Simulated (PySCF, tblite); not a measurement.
# C₃H₇GeOSi radical: geometry, infrared bands and EPR parameters

Wanted: the infrared bands and EPR parameters of C₃H₇GeOSi radical (`[GeH3][O]C1=CC[SiH]1`), by calculation.

The runs use tblite 0.8.0 and PySCF 2.14.0, with density-fitted response routines of our own; the level of theory stands in each step. All values are computed, except where a source is named. Atoms are numbered from 0 throughout.

## Step 1: The molecule as given

13 atoms, charge 0, multiplicity 2; geometry from: force field or distance geometry start.

Bonds of the start (Å): Ge0–O1 1.82, O1–C2 1.40, C2–C3 1.28, C3–C4 1.44, C4–Si5 1.80, Si5–C2 1.80, Ge0–H6 1.56, Ge0–H7 1.55, Ge0–H8 1.54, C3–H9 1.14, C4–H10 1.12, C4–H11 1.12, Si5–H12 1.44.

## Step 2: Optimising the geometry with GFN2-xTB

The job: settings as JSON, then the geometry in Å.

```
{"job": {"kind": "relax", "xc": "GFN2-xTB", "basis": "xTB"}, "charge": 0, "multiplicity": 2}
Ge     2.492600    -0.066300    -0.087100
O      1.023200    -0.946600     0.514000
C     -0.195100    -0.386200     0.101300
C     -1.293200    -0.131100     0.700800
C     -2.111500     0.437200    -0.332100
Si    -0.751400     0.234400    -1.499500
H      2.070400     1.164000    -0.944700
H      3.287200    -1.088200    -0.941400
H      3.289600     0.428800     1.138400
H     -1.574100    -0.318800     1.793600
H     -3.032100    -0.147100    -0.607700
H     -2.347600     1.513500    -0.117200
H     -0.862300    -0.693200    -2.597300
```

Started as:

```console
$ OMP_NUM_THREADS=1 python probes_run.py task.json out
```

One launch serves the whole session: the jobs run in the order shown.

The log of the run:

```text
step      E/eV     max force
  0    -478.36931    5.842
  1    -478.77152    4.268
  2    -478.99788    0.780
  3    -479.04837    0.645
  4    -479.10490    0.802
  5    -479.12651    0.429
  6    -479.13943    0.306
  7    -479.15072    0.333
  8    -479.15872    0.310
  9    -479.16520    0.249
 10    -479.17172    0.252
 11    -479.17730    0.217
 12    -479.18152    0.178
 13    -479.18481    0.154
 14    -479.18811    0.181
 15    -479.19188    0.201
 16    -479.19557    0.184
 17    -479.19850    0.195
 18    -479.20103    0.184
 19    -479.20438    0.207
 20    -479.20937    0.254
 21    -479.21510    0.210
 22    -479.21970    0.172
 23    -479.22318    0.180
 24    -479.22587    0.168
 25    -479.22882    0.151
 26    -479.23270    0.166
 27    -479.23625    0.133
 28    -479.23887    0.131
 29    -479.24053    0.115
 30    -479.24184    0.082
 31    -479.24336    0.094
 32    -479.24508    0.099
 33    -479.24676    0.113
 34    -479.24834    0.110
 35    -479.24997    0.098
 36    -479.25172    0.100
 37    -479.25347    0.113
 38    -479.25514    0.094
 39    -479.25683    0.100
 40    -479.25862    0.110
 41    -479.26040    0.161
 42    -479.26217    0.174
 43    -479.26469    0.168
 44    -479.26859    0.147
 45    -479.27051    0.131
 46    -479.27468    0.150
 47    -479.27784    0.171
 48    -479.28122    0.155
 49    -479.28329    0.115
 50    -479.28413    0.121
 51    -479.28530    0.120
 52    -479.28643    0.107
 53    -479.28794    0.091
 54    -479.28880    0.081
 55    -479.28954    0.065
 56    -479.29001    0.057
 57    -479.29047    0.067
 58    -479.29093    0.074
 59    -479.29149    0.061
 60    -479.29205    0.056
 61    -479.29261    0.065
 62    -479.29316    0.051
 63    -479.29361    0.042
 64    -479.29387    0.040
 65    -479.29404    0.043
 66    -479.29423    0.041
 67    -479.29453    0.046
 68    -479.29497    0.056
 69    -479.29546    0.055
 70    -479.29587    0.045
 71    -479.29618    0.046
 72    -479.29646    0.041
 73    -479.29672    0.044
 74    -479.29697    0.042
 75    -479.29719    0.038
 76    -479.29739    0.032
 77    -479.29760    0.044
 78    -479.29779    0.040
 79    -479.29791    0.022
 80    -479.29797    0.018
 81    -479.29800    0.017
 82    -479.29805    0.025
 83    -479.29813    0.031
 84    -479.29826    0.039
 85    -479.29838    0.036
 86    -479.29846    0.019
 87    -479.29849    0.017
 88    -479.29851    0.017
 89    -479.29854    0.017
 90    -479.29859    0.023
 91    -479.29866    0.028
 92    -479.29875    0.030
 93    -479.29887    0.027
 94    -479.29898    0.023
 95    -479.29906    0.019
 96    -479.29913    0.022
 97    -479.29921    0.023
 98    -479.29935    0.034
 99    -479.29965    0.060
100    -479.30022    0.089
101    -479.30113    0.105
102    -479.30231    0.088
103    -479.30353    0.052
104    -479.30395    0.087
105    -479.30382    0.112
106    -479.30475    0.041
107    -479.30491    0.046
108    -479.30512    0.032
109    -479.30533    0.030
110    -479.30545    0.035
111    -479.30561    0.038
112    -479.30573    0.027
113    -479.30583    0.014
114    -479.30588    0.011
115    -479.30590    0.008
```

It took 0.95 s on 1 thread of AMD EPYC 7R43, shared host; peak memory 0.18 GiB.

The steps of the relaxation: (not every step is listed)

```
step  energy from step 0 (eV)  largest force (eV/Å)
   0                   0.0000                5.8425
   1                  -0.4022                4.2681
   2                  -0.6286                0.7798
   3                  -0.6791                0.6450
   4                  -0.7356                0.8017
   5                  -0.7572                0.4290
   6                  -0.7701                0.3061
   7                  -0.7814                0.3329
   8                  -0.7894                0.3102
  18                  -0.8317                0.1840
  28                  -0.8696                0.1314
  38                  -0.8858                0.0942
  48                  -0.9119                0.1549
  58                  -0.9216                0.0741
  68                  -0.9257                0.0556
  78                  -0.9285                0.0403
  88                  -0.9292                0.0166
  98                  -0.9300                0.0345
 108                  -0.9358                0.0319
 110                  -0.9361                0.0354
 111                  -0.9363                0.0375
 112                  -0.9364                0.0273
 113                  -0.9365                0.0144
 114                  -0.9366                0.0109
 115                  -0.9366                0.0079
```

Distances of close pairs at the start and the end, largest changes first:

```
  bond  before (Å)  after (Å)  change (Å)
C4–Si5       1.804      1.943      +0.139
C2–Si5       1.805      1.888      +0.083
 C3–C4       1.435      1.507      +0.072
 C3–H9       1.144      1.079      -0.065
 C2–C3       1.277      1.338      +0.061
Ge0–H6       1.558      1.501      -0.057
Ge0–O1       1.815      1.760      -0.055
Ge0–H8       1.543      1.489      -0.054
```

The end geometry stands in the next job.

## Step 3: Harmonic vibrations with GFN2-xTB

The job: settings as JSON, then the geometry in Å.

```
{"job": {"kind": "ir", "xc": "GFN2-xTB", "basis": "xTB"}, "charge": 0, "multiplicity": 2}
Ge     2.550423    -0.033714    -0.134979
O      1.098036    -0.216017     0.842595
C     -0.101922    -0.020880     0.239763
C     -1.334624    -0.002018     0.758704
C     -2.253842     0.283683    -0.400921
Si    -0.674644     0.283380    -1.532939
H      2.573409     1.359458    -0.691829
H      2.508751    -1.031304    -1.257865
H      3.617535    -0.308376     0.866682
H     -1.649597    -0.172972     1.775936
H     -2.983671    -0.506098    -0.580718
H     -2.801616     1.219204    -0.294433
H     -0.552626    -0.853861    -2.468973
```

The log of the run:

```text
mode    cm-1     km/mol
  1      53.3      1.14
  2      77.3      0.29
  3     126.2      0.31
  4     221.4      2.15
  5     300.8     13.58
  6     351.5      3.41
  7     431.9     34.71
  8     490.4     21.14
  9     535.1     26.71
 10     578.1     87.90
 11     591.5    107.23
 12     614.5    171.86
 13     675.4     83.58
 14     727.3    211.20
 15     752.8     56.57
 16     760.9     35.01
 17     768.1     34.89
 18     785.7    167.49
 19     830.2    145.03
 20     995.1      6.25
 21    1051.4      3.19
 22    1135.4     80.72
 23    1175.2    198.00
 24    1187.0      4.58
 25    1473.3      2.03
 26    1632.3    126.95
 27    1939.6     83.97
 28    1999.1    453.34
 29    2088.3    325.95
 30    2096.1    494.69
 31    2961.1     50.46
 32    2986.5     47.53
 33    3069.4     41.84
```

Wall time 0.53 s (1 thread of AMD EPYC 7R43, shared host); peak memory 0.18 GiB.

Which atoms move in the most intense modes:

```
cm⁻¹  km/mol                                atoms
 614   171.9   H8 34 %, O1 23 %, H6 12 %, H7 12 %
 727   211.2   C4 21 %, O1 17 %, H6 15 %, H7 14 %
 786   167.5            H8 57 %, H7 23 %, H6 15 %
 830   145.0                     H7 50 %, H6 45 %
1175   198.0  C2 36 %, O1 16 %, H11 11 %, C4 11 %
1999   453.3                     H6 59 %, H7 38 %
2088   325.9                    H8 80 %, H12 11 %
2096   494.7                             H12 86 %
```

## Step 4: EPR parameters: B3LYP/def2-TZVP-core+pcH-1

Same as in step 3 but for these lines:

```diff
@@ -1,2 +1,2 @@
-{"job": {"kind": "ir", "xc": "GFN2-xTB", "basis": "xTB"}, "charge": 0, "multiplicity": 2}
+{"job": {"kind": "epr", "basis": "pcH-1"}, "charge": 0, "multiplicity": 2}
 Ge     2.550423    -0.033714    -0.134979
```

Level: UKS B3LYP, def2-TZVP-core on Ge, pcH-1 on C H O Si, non-relativistic, mean-field spin-orbit, GIAO.

The log of the run:

```text
UKS, coarse grid
  cycle   1  E = -2560.07017723  |g| = 1.42e+00
  cycle   2  E = -2559.53924685  |g| = 1.46e+00
  cycle   3  E = -2560.06903222  |g| = 6.65e-01
  cycle   4  E = -2560.23656134  |g| = 1.85e-01
  cycle   5  E = -2560.24238065  |g| = 8.06e-02
  cycle   6  E = -2560.24469023  |g| = 3.92e-02
  cycle   7  E = -2560.24542880  |g| = 3.93e-03
  cycle   8  E = -2560.24544021  |g| = 2.78e-03
  cycle   9  E = -2560.24544658  |g| = 1.07e-03
  cycle  10  E = -2560.24544716  |g| = 4.35e-04
UKS, final grid
  cycle   1  E = -2560.24541132  |g| = 5.04e-04
  cycle   2  E = -2560.24541128  |g| = 7.87e-04
  cycle   3  E = -2560.24541153  |g| = 1.16e-04
  cycle   4  E = -2560.24541156  |g| = 8.46e-05
  cycle   5  E = -2560.24541158  |g| = 4.63e-05
  cycle   6  E = -2560.24541158  |g| = 3.02e-05
  cycle   7  E = -2560.24541158  |g| = 1.24e-05
E = -2560.24541158 Eh   <S^2> = 0.7536 (exact 0.7500)
g shifts (ppm)      1          2          3
  rmc          -137       -137       -137
  gc              6         56         49
  oz_so         -23       1122       1809
  total        -155       1041       1722
hyperfine (MHz)  atom isotope    a_iso     a_fc   dipolar eigenvalues
    0  73Ge       0.44       0.42     -0.50      0.17      0.33
    1   17O       0.81       0.84     -2.86     -0.45      3.32
    2   13C       9.60       9.58    -12.49     -2.81     15.31
    3   13C      30.91      30.92    -11.45    -10.93     22.38
    4   13C       7.33       7.29     -5.22     -4.72      9.94
    5  29Si    -457.90    -458.75   -155.47     75.91     79.57
    6    1H       7.28       7.28     -1.87     -1.57      3.44
    7    1H      -0.30      -0.30     -1.42     -1.22      2.64
    8    1H       1.41       1.41     -0.60     -0.49      1.09
    9    1H      27.16      27.15     -6.27     -1.63      7.90
   10    1H      -0.45      -0.45     -4.22     -0.61      4.82
   11    1H      -0.48      -0.48     -3.73     -1.32      5.05
   12    1H     100.55     100.53     -8.08      0.99      7.09
```

It took 2.4 min on 1 thread of AMD EPYC 7R43, shared host; peak memory 1.2 GiB.

Principal g values 2.00216, 2.00336, 2.00404; g(iso) = 2.00319, against 2.00232 for a free electron.

Hyperfine couplings; where a row names several nuclei, a(iso) is their mean (it holds for fast rotation or exchange) and the dipolar term the largest among them:

```
    nuclei  isotope  a(iso) (MHz)  a(iso) (G, at g = 2.0023)  largest dipolar term (MHz)
       Si5     29Si        -457.9                     -163.4                      -155.5
       H12       1H         100.5                       35.9                        -8.1
        C3      13C          30.9                       11.0                        22.4
        H9       1H          27.2                        9.7                         7.9
        C2      13C           9.6                        3.4                        15.3
        C4      13C           7.3                        2.6                         9.9
H6, H7, H8       1H           2.8                        1.0                         3.4
        O1      17O           0.8                        0.3                         3.3
  H10, H11       1H          -0.5                       -0.2                         5.1
       Ge0     73Ge           0.4                        0.2                        -0.5
```

Mulliken spin populations:

Ge0 0.00; O1 0.00; C2 -0.03; C3 0.13; C4 0.02; Si5 0.83; H6 0.00; H7 0.00; H8 0.00; H9 0.01; H10 0.00; H11 0.00; H12 0.04

In first order the couplings over 0.8 MHz of 1H give 16 distinct lines over 48.6 G, if the averaged nuclei exchange fast; the same motion can average rows kept apart here too.

The fields below are evaluated on a grid from the run's orbitals.

ELF in a plane through or near 6 of the atoms.

Values, 10 rows by 14 columns:
```
0.00 0.00 0.00 0.00 0.00 0.00 0.00 0.00 0.00 0.00 0.00 0.00 0.00 0.00
0.00 0.00 0.00 0.00 0.00 0.00 0.00 0.00 0.01 0.01 0.00 0.00 0.00 0.00
0.00 0.00 0.14 0.34 0.00 0.15 0.12 0.02 0.87 0.95 0.03 0.00 0.00 0.00
0.00 0.09 1.00 1.00 0.12 0.80 0.78 0.23 0.79 0.82 0.02 0.00 0.00 0.00
0.00 0.18 0.99 0.90 0.42 0.79 0.78 0.38 0.35 0.91 0.37 0.08 0.00 0.00
0.00 0.00 0.10 0.24 0.42 0.19 0.28 0.92 0.36 0.44 0.88 0.36 0.01 0.00
0.00 0.00 0.02 0.51 0.92 0.23 0.15 0.12 0.10 0.58 0.21 0.05 0.00 0.00
0.00 0.00 0.00 0.11 0.34 0.01 0.20 0.97 0.89 0.08 0.00 0.00 0.00 0.00
0.00 0.00 0.00 0.00 0.00 0.00 0.03 0.41 0.25 0.01 0.00 0.00 0.00 0.00
0.00 0.00 0.00 0.00 0.00 0.00 0.00 0.00 0.00 0.00 0.00 0.00 0.00 0.00
```
The map spans 12.5 Å across and 9.8 Å up, centred on the molecule. Atoms in the plane (x, y in Å): Ge0 (-2.6, 0.1), O1 (-1.1, 1.0), C2 (0.1, 0.5), C3 (1.3, 1.0), C4 (2.3, -0.1), H8 (-3.6, 1.0).

On the surface of density 0.002 e/bohr³ the electrostatic potential runs, from the 1st to the 99th percentile, from -1.18 V near O1 to 1.42 V near H8.

The spin density lies nearest to Si5 63 %; H12 9 %; C3 9 %; C2 6 %.

## Step 5: Outcome

| quantity | value |
| --- | --- |
| strongest single infrared mode (GFN2-xTB) | 2096 cm⁻¹, 495 km/mol |
| zero-point energy (GFN2-xTB) | 50.7 kcal/mol |
| g(iso) (B3LYP) | 2.00319 |
| ⟨S²⟩ | 0.754 (exact 0.75) |
| largest a(iso) (averaged by class) | 29Si on Si5, -457.9 MHz |
| potential on the surface of density 0.002 e/bohr³, 1st and 99th percentile | -1.18 V and 1.42 V |

What this shows: Relaxing lowered the energy by 0.937 eV in 115 steps; the close pair that moved most is C4–Si5, from 1.804 to 1.943 Å. No mode is imaginary among the 33: a minimum at this level. The strongest single mode, at 2096 cm⁻¹, moves mainly H12. Unscaled tight-binding wavenumbers are off by several per cent, some by more. Its intensities can rank the bands wrongly. Si5 carries the largest spin population, 0.83 e. The isotropic g lies 0.9 ppt above the free-electron value. The hyperfine terms hold no scalar relativity, which the heavier nuclei need. These values are for one conformer; the search (at its own cheap level) found 1 more, at 0.74 kcal/mol, and measured spectra average over such forms.
